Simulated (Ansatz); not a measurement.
**Be₂H (doublet): from Hartree-Fock to the top rungs at distance Be1–H3 = 1.645 Å, cc-pVDZ**

Aim: climb from Hartree-Fock through coupled cluster and multireference methods for Be₂H (doublet) at one geometry and basis, and see what each rung misses.

Method: cc-pVDZ, core rule «outside noble gas», up to 2 orbitals frozen; program: Ansatz 0.2.0, Gaussian basis.

The runs, in order: UHF; CCSD(T) on ROHF; CCSD(T) on UHF; BCCD(T) on ROHF; CISD as a restricted active space (open shells left free, so some higher excitations enter); CCSDT(Q) on ROHF; CCSDT(Q) on UHF; CASSCF and MRCISD+Q, 3 electrons in 3 orbitals; CASSCF and NEVPT2, 3 electrons in 3 orbitals; CASSCF and MRCISD+Q, 5 electrons in 9 orbitals; CASSCF and NEVPT4(SD), 5 electrons in 9 orbitals; CASSCF and NEVPT2, 5 electrons in 9 orbitals; Full CI.

16 further runs of the same task are left out: 3 for a known fault of the program, 10 that didn't finish, 3 set aside as unsound or not needed. Runs told in other sessions of the task aren't counted.

## Step 1: What is computed

The geometry derives from a PBE0/def2-TZVP stationary point (not a proven minimum). One bond is set to the value named and the two fragments are kept rigid.

3 atoms, charge 0, spin multiplicity 2.

Atoms are counted from 1 here; the program's logs count them from 0.

Bond lengths: Be1–H3 1.645 Å.

## Step 2: UHF

The input, in.yaml:

```yaml
crystal:
  periodic: [false, false, false]
  atoms:
    - {symbol: Be, position_ang: [0.000000, 0.000000, 0.167763]}
    - {symbol: Be, position_ang: [0.000000, 0.000000, -1.980526]}
    - {symbol: H, position_ang: [0.000000, 0.000000, 1.812763]}
basis:
  gaussian: {orbitals: cc-pVDZ}
magnetization: {spin_polarized: true, initial_magnetization: 1}
hamiltonian: {xc: hf}
output: {orbitals: {seedname: orbitals}}
```

On the command line:

```sh
$ ansatz run in.yaml --threads 1 --pin off --events-out ev --progress --plain --max-ram 2393MiB
```

Further steps of the session: CCSD(T) on ROHF; CCSD(T) on UHF; BCCD(T) on ROHF; CISD as a restricted active space (open shells left free, so some higher excitations enter); CCSDT(Q) on ROHF; CCSDT(Q) on UHF; CASSCF and MRCISD+Q, 3 electrons in 3 orbitals; CASSCF and NEVPT2, 3 electrons in 3 orbitals; CASSCF and MRCISD+Q, 5 electrons in 9 orbitals; CASSCF and NEVPT4(SD), 5 electrons in 9 orbitals; CASSCF and NEVPT2, 5 electrons in 9 orbitals; Full CI.

Before running them: what should the planned runs give, taken together? Wanted: FCI from the RHF energy; RMP2 from FCI; UMP2 from FCI; RCCSD from FCI; RCCSD(T) from FCI; UCCSD(T) from FCI; RCCSDT(Q) from FCI; UCCSDT(Q) from FCI; NEVPT2 pair from FCI.

**Answer**, as computed:

| quantity | value |
| --- | --- |
| FCI from the ROHF energy | -2.2576 eV |
| RMP2 from FCI | +718.3 meV |
| UMP2 from FCI | +709.1 meV |
| RCCSD from FCI | +65.1 meV |
| RCCSD(T) from FCI | +21.2 meV |
| UCCSD(T) from FCI | +20.4 meV |
| RCCSDT(Q) from FCI | +0.8 meV |
| UCCSDT(Q) from FCI | +0.7 meV |
| NEVPT2 pair from FCI | +672.3 meV |
| MRCISD+Q pair from FCI | -22.2 meV |
| NEVPT2 valence from FCI | +296.1 meV |
| levels within 1 kcal/mol (43 meV) | RCCSD(T), UCCSD(T), BCCD(T), RCCSDT, UCCSDT, RCCSDT(Q), UCCSDT(Q), MRCISD+Q pair, MRCISD valence, MRCISD+Q valence |
| T1 diagnostic | 0.028 |
| effectively unpaired electrons | 1.07 |

In words: RCCSD(T) misses by +21.2 meV, 0.9 % of the correlation energy. MRCISD+Q pair falls below full CI: the +Q correction isn't variational, and the cores differ from full CI's. One determinant dominates. Of the multireference levels listed MRCISD+Q valence comes nearest in total energy (+13.2 meV), which doesn't show that its space is the better one. These misses are within one basis, not against nature; the frozen cores of restricted and unrestricted runs differ, which can shift their rows.

Levels on UHF freeze UHF's core orbitals, full CI those of ROHF, so the U rows can settle a little off it for that reason alone.

With open shells the CI space here admits some higher excitations, so it is larger than plain CISD.
